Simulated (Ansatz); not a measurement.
LaFeAsO:

```xyz
8
Lattice="4.0353 0.0000 0.0000 0.0000 4.0353 0.0000 0.0000 0.0000 8.7409" Properties=species:S:1:pos:R:3 pbc="T T T"
La    0.0000    2.0177    7.5037
La    2.0177    0.0000    1.2372
As    0.0000    2.0177    3.0488
As    2.0177    0.0000    5.6921
Fe    2.0177    2.0177    4.3704
Fe    0.0000    0.0000    4.3704
O     2.0177    2.0177    0.0000
O     0.0000    0.0000    0.0000
```

Alike in all runs: program Ansatz 0.2.0; functional PBEsol; potentials or basis Ansatz PAW; cutoff 420 eV (not typed: the program's choice for these potentials); k mesh 7 × 7 × 3; occupations fermi-dirac, width 0.05 eV.

The same cell was started in several ways:

```tsv
start	free energy over the lowest (meV/atom)	net moment (μB)	site or absolute moments (μB)	gap
collinear spin, ferromagnetic start of up to 3 μB	0.0	0.00	La +0.00; As -0.00; Fe -1.82, +1.82; O +0.01, -0.01	none (metal or under the smearing width)
no spin polarisation	17.7	-	-	none (metal or under the smearing width)
collinear spin, antiferromagnetic start of up to 3 μB	0.0	0.00	La +0.00; As -0.00; Fe +1.82, -1.82; O -0.01, +0.01	none (metal or under the smearing width)
collinear spin, random start of up to 2.59 μB	0.0	0.00	La +0.00; As -0.00; Fe -1.82, +1.82; O +0.01, -0.01	none (metal or under the smearing width)
collinear spin, ferrimagnetic start of up to 3 μB	0.0	0.00	La +0.00; As -0.00; Fe +1.82, -1.82; O -0.01, +0.01	none (metal or under the smearing width)
collinear spin, ferromagnetic start of up to 4.5 μB	0.0	0.00	La +0.00; As -0.00; Fe +1.82, -1.82; O -0.01, +0.01	none (metal or under the smearing width)
```

Allowing spin polarisation gains 18 meV/atom. A still lower state may exist.

Caveats: semilocal functionals often make such compounds metallic where correlation or magnetic order opens a gap, which also shifts bond lengths; the starting moments weren't kept (some runs); forces of over 1 eV/Å show positions far from the minimum, so gaps and moduli don't describe the material at rest (some runs).
